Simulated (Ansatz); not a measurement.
# SiGe (buck sheet): the cost of one run

Program: Ansatz 0.2.0. Level of theory: DFT PBEsol, scalar-relativistic, plane waves, PAW. These are calculated values, not measurements.

3 further runs of the same task are left out: 3 set aside as unsound or not needed.

## 1. Starting point

The structure is trigonal, space group P3m1 (No. 156). The conventional cell has a = 3.905 Å, b = 3.905 Å, c = 24.755 Å, α = 90.00°, β = 90.00°, γ = 120.00°. Si (site symmetry 3m) is surrounded by 3 Ge at 2.32 Å. Ge (site symmetry 3m) is surrounded by 3 Si at 2.32 Å.

Structure file:

```
CELL_PARAMETERS angstrom
3.90468 0.00000 0.00000
-1.95234 3.38155 0.00000
0.00000 0.00000 24.75542
ATOMIC_POSITIONS crystal
Si 0.33333 0.66667 0.36184
Ge 0.66667 0.33333 0.38457
```

This sheet was relaxed beforehand with the same method; its gap on the mesh is 0.02 eV.

## 2. Building the (6,0) tube

The tube is rolled from the relaxed sheet, its axis along c. Atoms and period relax; energies count from the flat sheet, -2436.8319 eV an atom.

The cell holds 12 Si, 12 Ge: a = 16.500 Å, b = 16.800 Å, c = 6.763 Å, α = 90.00°, β = 90.00°, γ = 90.00°.

## 3. Relaxing it

Pressure and volume refer to the whole cell with its vacuum; only the period along c may change.

File input.yaml:

```yaml
crystal:
  lattice:
    - [16.5, 0.0, 0.0]
    - [0.0, 16.8, 0.0]
    - [0.0, 0.0, 6.7630997807]
  atoms:
    - { symbol: Si, position: [0.7089355969, 0.5, 0.6666666667] }
    - { symbol: Si, position: [0.6044677984, 0.6777124001, 0.6666666667] }
    - { symbol: Si, position: [0.6809435346, 0.602602302, 0.1666666667] }
    - { symbol: Si, position: [0.3955322016, 0.6777124001, 0.6666666667] }
    - { symbol: Si, position: [0.5, 0.7052046041, 0.1666666667] }
    - { symbol: Si, position: [0.2910644031, 0.5, 0.6666666667] }
    - { symbol: Si, position: [0.3190564654, 0.602602302, 0.1666666667] }
    - { symbol: Si, position: [0.3955322016, 0.3222875999, 0.6666666667] }
    - { symbol: Si, position: [0.3190564654, 0.397397698, 0.1666666667] }
    - { symbol: Si, position: [0.6044677984, 0.3222875999, 0.6666666667] }
    - { symbol: Si, position: [0.5, 0.2947953959, 0.1666666667] }
    - { symbol: Si, position: [0.6809435346, 0.397397698, 0.1666666667] }
    - { symbol: Ge, position: [0.7104676511, 0.6193436701, 0.8333333333] }
    - { symbol: Ge, position: [0.74302711, 0.5, 0.3333333333] }
    - { symbol: Ge, position: [0.5, 0.7386873402, 0.8333333333] }
    - { symbol: Ge, position: [0.621513555, 0.7067093002, 0.3333333333] }
    - { symbol: Ge, position: [0.2895323489, 0.6193436701, 0.8333333333] }
    - { symbol: Ge, position: [0.378486445, 0.7067093002, 0.3333333333] }
    - { symbol: Ge, position: [0.2895323489, 0.3806563299, 0.8333333333] }
    - { symbol: Ge, position: [0.25697289, 0.5, 0.3333333333] }
    - { symbol: Ge, position: [0.5, 0.2613126598, 0.8333333333] }
    - { symbol: Ge, position: [0.378486445, 0.2932906998, 0.3333333333] }
    - { symbol: Ge, position: [0.7104676511, 0.3806563299, 0.8333333333] }
    - { symbol: Ge, position: [0.621513555, 0.2932906998, 0.3333333333] }
basis:
  ecutwfc: 420
kpoints:
  mp_grid: { grid: [1, 1, 12] }
hamiltonian:
  xc: pbesol
scf:
  occupations: { method: gaussian, width: 0.05 }
output:
  forces: true
  stress: true
  eigenvalues: true
  populations: true
  write_density: true
  write_potential: true
  elf: true
  volumetric_format: npy
relax:
  adjacent_minimum: "off"
  f_tol: 0.02
  max_steps: 45
  cell: { fix: [a, b, alpha, beta, gamma], stress_tol: 0.03 }
```

Started as:

```sh
$ ansatz run input.yaml --threads 4 --pin off --max-ram 11264MiB --backend cpu --events-out ev --progress --plain --runs-dir out
```

**Question.** How long does this run take on 4 threads of AMD EPYC 7R43 (Zen 3), shared host, and how much memory does it need?

About 7.9 min, with a peak of 5.1 GiB.
